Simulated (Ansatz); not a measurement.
**Si20H28 off sphere (Si20H26): the relaxed shape and its frontier levels**

What does Si20H28 off sphere (Si20H26) look like as a singlet, and where do its frontier electrons sit?

Computed with Ansatz 0.2.0, Gaussian basis. Level: RKS PBE0-D4/def2-SVP.

The runs, in order: relaxation at PBE-D4/def2-SVP; a single point at PBE0-D4/def2-SVP.

## Step 1: Starting geometry

46 atoms, charge 0, spin multiplicity 1.

Atoms are counted from 1 here; the program's logs count them from 0.

Bond lengths: Si1–Si12 2.351 Å, Si1–Si13 2.317 Å, Si1–H21 1.480 Å, Si1–H22 1.479 Å, Si2–Si11 2.310 Å, Si2–Si15 2.314 Å, Si2–H23 1.471 Å, Si2–H24 1.473 Å, Si3–Si14 2.329 Å, Si3–Si16 2.330 Å, Si3–H25 1.470 Å, Si3–H26 1.470 Å, Si4–Si12 2.356 Å, Si4–Si17 2.334 Å, Si4–Si18 2.332 Å, Si4–H27 1.477 Å, Si5–Si14 2.353 Å, Si5–Si17 2.332 Å and more. Angles: Si12–Si1–Si13 126.2°, Si12–Si1–H21 107.5°, Si12–Si1–H22 107.7°, Si13–Si1–H21 105.8°, Si13–Si1–H22 104.7°, H21–Si1–H22 102.6°, Si11–Si2–Si15 113.9°, Si11–Si2–H23 112.7°, Si11–Si2–H24 106.9°, Si15–Si2–H23 111.6°, Si15–Si2–H24 107.7°, H23–Si2–H24 103.1°, Si14–Si3–Si16 108.9°, Si14–Si3–H25 112.4°, Si14–Si3–H26 110.6°, Si16–Si3–H25 111.2°, Si16–Si3–H26 110.5°, H25–Si3–H26 103.2° and more.

The start is a GFN2-xTB geometry.

## Step 2: Optimising with PBE-D4/def2-SVP

Contents of in.yaml:

```yaml
crystal:
  periodic: [false, false, false]
  atoms:
    - {symbol: Si, position_ang: [-3.967420, 2.149740, -0.154670]}
    - {symbol: Si, position_ang: [-1.539130, -2.984350, 2.886100]}
    - {symbol: Si, position_ang: [1.619520, -3.246240, -0.318040]}
    - {symbol: Si, position_ang: [-1.198260, 2.226970, -2.955280]}
    - {symbol: Si, position_ang: [1.495630, -0.440240, -2.967010]}
    - {symbol: Si, position_ang: [-1.206800, -0.545720, -0.265080]}
    - {symbol: Si, position_ang: [-1.332860, 2.083510, 2.445010]}
    - {symbol: Si, position_ang: [1.526150, -0.656540, 2.495700]}
    - {symbol: Si, position_ang: [1.491430, 2.203220, -0.256390]}
    - {symbol: Si, position_ang: [4.265340, -0.482360, -0.199420]}
    - {symbol: Si, position_ang: [-2.549190, -1.762980, 1.205710]}
    - {symbol: Si, position_ang: [-2.577600, 0.900930, -1.581240]}
    - {symbol: Si, position_ang: [-3.392460, 2.987500, 1.927280]}
    - {symbol: Si, position_ang: [0.234640, -1.876710, -1.595410]}
    - {symbol: Si, position_ang: [0.174150, -1.862020, 3.961910]}
    - {symbol: Si, position_ang: [2.926810, -1.911840, 1.075270]}
    - {symbol: Si, position_ang: [0.155080, 0.904730, -4.321140]}
    - {symbol: Si, position_ang: [0.072800, 3.555150, -1.520390]}
    - {symbol: Si, position_ang: [2.888180, 0.827360, -1.553420]}
    - {symbol: Si, position_ang: [0.194970, 0.820730, 1.176360]}
    - {symbol: H, position_ang: [-4.476160, 3.304290, -0.928220]}
    - {symbol: H, position_ang: [-5.193130, 1.357360, 0.085070]}
    - {symbol: H, position_ang: [-2.506720, -3.541040, 3.844340]}
    - {symbol: H, position_ang: [-0.962600, -4.185110, 2.256380]}
    - {symbol: H, position_ang: [2.454520, -4.126590, -1.147140]}
    - {symbol: H, position_ang: [0.820800, -4.190810, 0.476760]}
    - {symbol: H, position_ang: [-2.045390, 3.096690, -3.796820]}
    - {symbol: H, position_ang: [2.373410, -1.267450, -3.820360]}
    - {symbol: H, position_ang: [-1.707240, 1.143670, 3.543010]}
    - {symbol: H, position_ang: [-0.543560, 3.117150, 3.150720]}
    - {symbol: H, position_ang: [2.425660, 0.215310, 3.287220]}
    - {symbol: H, position_ang: [2.356680, 3.054400, 0.583450]}
    - {symbol: H, position_ang: [5.268060, -1.220160, -0.984030]}
    - {symbol: H, position_ang: [5.088410, 0.363460, 0.677000]}
    - {symbol: H, position_ang: [-3.534490, -2.553170, 0.455710]}
    - {symbol: H, position_ang: [-3.380910, -0.712100, 1.848510]}
    - {symbol: H, position_ang: [-3.382200, 0.022270, -2.463740]}
    - {symbol: H, position_ang: [-0.615560, -2.700030, -2.478160]}
    - {symbol: H, position_ang: [0.981150, -2.778240, 4.782870]}
    - {symbol: H, position_ang: [-0.402530, -0.939770, 4.952710]}
    - {symbol: H, position_ang: [3.786740, -2.777290, 1.907330]}
    - {symbol: H, position_ang: [-0.674050, 0.098160, -5.228140]}
    - {symbol: H, position_ang: [0.958150, 1.716080, -5.249410]}
    - {symbol: H, position_ang: [0.757390, 4.651560, -2.215580]}
    - {symbol: H, position_ang: [-0.846520, 4.270620, -0.607840]}
    - {symbol: H, position_ang: [3.719150, 1.689920, -2.417470]}
basis:
  gaussian: {orbitals: def2-SVP, fitting: {mean_field: def2-universal-jkfit}}
hamiltonian: {xc: pbe, dispersion: d4}
scf: {lower_state_search: "off"}
output: {orbitals: {seedname: orbitals}}
relax: {f_tol: 0.03, max_steps: 70}
```

Launch:

```bash
$ ansatz run in.yaml --threads 2 --pin off --events-out ev --progress --plain --max-ram 32768MiB --backend cuda --devices 0, --max-vram 18GiB
```

After this run come: Single point, PBE0-D4/def2-SVP.

Before running them: what should the planned runs give, taken together? Wanted: point group; commonest bond, hydrogen aside; HOMO, LUMO at PBE0-D4/def2-SVP; dipole at PBE-D4/def2-SVP.

**Answer**, as computed:

| quantity | value |
| --- | --- |
| point group | C1 |
| commonest bond, hydrogen aside | Si–Si, 27 of mean length 2.356 Å |
| HOMO, LUMO at PBE0-D4/def2-SVP | -7.14, -1.60 eV |
| dipole at PBE-D4/def2-SVP | 0.09 D |

What this shows: The relaxation broke 1 and made 2 bonds, so the end is another structure than the start. No usable vibrations, so a minimum isn't proven. Whether this spin is the lowest isn't tested here. The point group is read from a loosely relaxed geometry; soft torsions can leave it below the true symmetry.
